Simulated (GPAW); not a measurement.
The system is Zn3H.

```xyz
4
Lattice="0.0000 2.9966 2.9966 2.9966 0.0000 2.9966 2.9966 2.9966 0.0000" Properties=species:S:1:pos:R:3 pbc="T T T"
Zn    2.9966    2.9966    2.9966
Zn    1.4983    1.4983    1.4983
Zn    4.4949    4.4949    4.4949
H     0.0000    0.0000    0.0000
```

The cell was built by a generator and needn't be a form met in nature.

Base run:

| Quantity | Value |
| --- | --- |
| Program | GPAW 26.7.0 |
| Functional | BLYP |
| Potentials or basis | PAW data sets generated in the run's folder for this functional |
| Cutoff | 600 eV |
| Basis | pw |
| k mesh | 6 × 6 × 6 |
| Occupations | fermi-dirac, width 0.05 eV |
| Spin | no spin polarisation |

Its results: pressure 4.9 GPa.

Question: The run is repeated on the same cell with these changes: functional from BLYP to PBEsol. What comes out?

Answer: Pressure -4.7 GPa.

PBEsol binds more tightly than BLYP, so the same cell stands under less pressure.
